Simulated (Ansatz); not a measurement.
# Si: the cost of one run

Method: DFT r2SCAN, scalar-relativistic, plane waves, PAW, in Ansatz 0.2.0.

8 further runs of the same task are left out: 5 that didn't finish, 3 set aside as unsound or not needed. Runs told in other sessions of the task aren't counted.

### 1 The starting structure

It takes space group P6/mmm (No. 191, hexagonal). Conventional cell: a = 2.629 Å, b = 2.629 Å, c = 2.494 Å, α = 90.00°, β = 90.00°, γ = 120.00°. Around Si (site symmetry 6/mmm) lie 8 Si at 2.49 to 2.63 Å.

Coordinates:

```xyz
4
Lattice="-2.6290 0.0000 0.0000 -1.3145 -2.2768 0.0000 0.0000 0.0000 9.9752" Properties=species:S:1:pos:R:3 pbc="T T T"
Si    0.0000    0.0000    0.0000
Si    0.0000    0.0000    2.4938
Si    0.0000    0.0000    4.9876
Si    0.0000    0.0000    7.4814
```

It goes back to an entry of the Materials Project, which need not be the stable form.

It is built from the cell relaxed beforehand with the same method (14.93 Å³/atom).

### 2 The undisturbed cell

input.yaml reads:

```yaml
crystal:
  lattice:
    - [-2.6290009028, 0.0, 0.0]
    - [-1.3145004514, -2.2767815684, 0.0]
    - [0.0, 0.0, 9.97519629]
  atoms:
    - { symbol: Si, position: [0.0, 0.0, 0.0] }
    - { symbol: Si, position: [0.0, 0.0, 0.25] }
    - { symbol: Si, position: [0.0, 0.0, 0.5] }
    - { symbol: Si, position: [0.0, 0.0, 0.75] }
basis:
  ecutwfc: 500
kpoints:
  mp_grid: { grid: [26, 26, 6] }
hamiltonian:
  xc: r2scan
scf:
  occupations: { method: gaussian, width: 0.15 }
output:
  forces: true
  stress: true
  eigenvalues: true
```

Command:

```console
ansatz run input.yaml --threads 2 --pin off --max-ram 5120MiB --backend cpu --events-out ev --progress --plain --runs-dir out
```

**Question.** How long does this run take on 2 threads of AMD EPYC 9R45 (Zen 5), shared host, and how much memory does it need?

About 6.8 s, with a peak of 0.72 GiB.
